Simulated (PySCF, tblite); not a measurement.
# C₄H₈BF₂Ga: geometry, infrared bands and NMR shifts

What infrared bands and NMR shifts should C₄H₈BF₂Ga (`CB(C)/C(F)=[CH]/[GaH][F]`) show?

Programs: tblite 0.8.0 and PySCF 2.14.0, with density-fitted response routines of our own. Each step states its level of theory. These are calculated values for one molecule in the gas phase, unless marked as measured. Atoms are numbered from 0 throughout.

**1. The starting structure**

16 atoms, charge 0, multiplicity 1; geometry from: force field or distance geometry start.

Bonds of the start (Å): C0–B1 1.60, B1–C2 1.58, B1–C3 1.58, C3–F4 1.35, C3–C5 1.34, C5–Ga6 2.03, Ga6–F7 1.84, C0–H8 1.11, C0–H9 1.12, C0–H10 1.10, C2–H11 1.13, C2–H12 1.08, C2–H13 1.12, C5–H14 1.09, Ga6–H15 1.63.

**2. Relaxing the molecule with GFN2-xTB**

Job settings and geometry (Å):

```
{"job": {"kind": "relax", "xc": "GFN2-xTB", "basis": "xTB"}, "charge": 0, "multiplicity": 1}
C     -1.453400     1.437600     0.491500
B     -0.920800    -0.060000     0.357600
C     -1.988200    -1.109100    -0.147900
C      0.513700    -0.159200    -0.303700
F      0.674900     0.002400    -1.638000
C      1.553800    -0.423900     0.491200
Ga     3.251200    -0.493300    -0.627100
F      4.719500    -0.991600     0.358200
H     -2.045500     1.665800    -0.413700
H     -2.087900     1.472200     1.415200
H     -0.587200     2.108300     0.634000
H     -2.372400    -0.742100    -1.145200
H     -1.522400    -2.083200    -0.193600
H     -2.875300    -1.079700     0.534600
H      1.365700    -0.540700     1.561200
H      3.766700     1.005400    -1.026700
```

The run is started by

```console
> OMP_NUM_THREADS=1 python probes_run.py task.json out
```

The driver reads the jobs from task.json and runs them one after another.

**Question.** This job is followed by: GFN2-xTB harmonic vibrations, gas phase; GIAO PBE0/pcSseg-1 NMR shielding, non-relativistic, gas phase. What will the session give for the following? strongest single infrared mode (GFN2-xTB); zero-point energy (GFN2-xTB); ¹³C shifts against TMS (PBE0/pcSseg-1, means over atoms taken as alike); ¹H shifts against TMS (PBE0/pcSseg-1, means over atoms taken as alike); ¹¹B shifts against BF3·OEt2 (PBE0/pcSseg-1); ¹⁹F shifts against CFCl3 (PBE0/pcSseg-1); shieldings of Ga (PBE0/pcSseg-1); surface potential, 1st and 99th percentile.

As calculated:

| quantity | value |
| --- | --- |
| strongest single infrared mode (GFN2-xTB) | 1729 cm⁻¹, 402 km/mol |
| zero-point energy (GFN2-xTB) | 66.6 kcal/mol |
| ¹³C shifts against TMS (PBE0/pcSseg-1, means over atoms taken as alike) | 198.8, 151.1, 12.4 ppm |
| ¹H shifts against TMS (PBE0/pcSseg-1, means over atoms taken as alike) | 7.41, 5.81, 1.05 ppm |
| ¹¹B shifts against BF3·OEt2 (PBE0/pcSseg-1) | 73.0 ppm |
| ¹⁹F shifts against CFCl3 (PBE0/pcSseg-1) | -80.7, -131.1 ppm |
| shieldings of Ga (PBE0/pcSseg-1) | Ga6 1439.7 ppm |
| surface potential, 1st and 99th percentile | -1.69 V and 2.40 V |

In words: The optimisation took 198 steps and gained 1.497 eV; among the close pairs (by a distance rule), Ga6–H15 changed most, from 1.634 to 1.537 Å. No mode is imaginary among the 42: a minimum at this level. The strongest single mode, at 1729 cm⁻¹, moves mainly H15. GFN2-xTB is a fitted tight-binding method: band positions and strengths are rough. Its intensities can rank the bands wrongly. The most deshielded hydrogen is H14 (hydrogen on an alkene CH), at 7.41 ppm: olefinic region. At PBE0/pcSseg-1: The largest span, 403 ppm, is at Ga6, where the paramagnetic term is -1197 ppm. By nearest atom (PBE0/pcSseg-1), the HOMO sits on C3, C5 about 33 % each; F4 11 % and the LUMO on B1 34 %; C5 25 %. Spin-orbit coupling is left out, which matters for shieldings and couplings at and beside the heavy atoms.
